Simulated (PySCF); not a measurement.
# NaTe+: bond curves at several levels of theory

An exercise on one series of results from a longer session: the logs are not shown, and one member is left open.

The runs use PySCF 2.14.0; Na x2c-SVPall, Te x2c-SVPall, spin-free X2C with a Gaussian nucleus.

The first run:

Settings of the job:

```
atoms                         : Na, Te
charge                        : 1
basis                         : Na x2c-SVPall, Te x2c-SVPall
Hamiltonian                   : spin-free X2C with a Gaussian nucleus
basis functions               : 51
electrons treated             : 62
masses in u                   : 22.9898, 129.9062
levels                        : PBE0, PBE, r²SCAN, M06-L, BHandHLYP, M06-2X, LC-ωPBE, HF, MP2, SCS-MP2, CCSD, CCSD(T)
grid                          : 80 radial by 434 angular points
occupations                   : held fixed by the projection of orbital angular momentum
dissociation limit            : Na+ + Te, each in its ground configuration
starting distance in angstrom : 2.995
values of 2S to try           : 0, 2
```

Command:

```console
> OMP_NUM_THREADS=1 python dia.py task.json out
```

Among the steps run: Input; PBE0 along the bond; Excited determinants; PBE (GGA); r²SCAN (meta-GGA); M06-L (meta-GGA); BHandHLYP (global hybrid GGA); M06-2X; LC-ωPBE (range-separated hybrid); UHF; Adding correlation.

One of the session's tables, all rows but one given; the rest of the session is left out.

Energy (eV) from each level's lowest point:

```
R (Å)    UHF  UHF-MP2  UHF-SCS-MP2  UHF-CCSD  UHF-CCSD(T)
2.711  0.314    0.311        0.314       n/a          n/a
2.837  0.152    0.150        0.152     0.152        0.152
2.963  0.059    0.057        0.059     0.059        0.059
3.057  0.021    0.020        0.021     0.020        0.020
3.152  0.003    0.002        0.003     0.003        0.003
3.247  0.000    0.000        0.000     0.000        0.000
3.373      ?        ?            ?         ?            ?
3.530  0.046    0.050        0.049     0.050        0.050
3.719  0.099    0.107        0.105     0.107        0.108
3.971  0.178    0.191        0.189       n/a          n/a
```

Q: Estimate the row for R (Å) = 3.373 from the others.

Worked estimate for «UHF». A straight line through the neighbours (3.247, 0.000) and (3.530, 0.046) gives 0.000 + (0.046 − 0.000) × (3.373 − 3.247) / (3.530 − 3.247) = 0.020; a parabola fitted to 4 rows on both sides gives 0.015.

As computed: UHF: 0.013; UHF-MP2: 0.014; UHF-SCS-MP2: 0.014; UHF-CCSD: 0.014; UHF-CCSD(T): 0.014. In «UHF» the line misses by +0.007 and the parabola by +0.002.
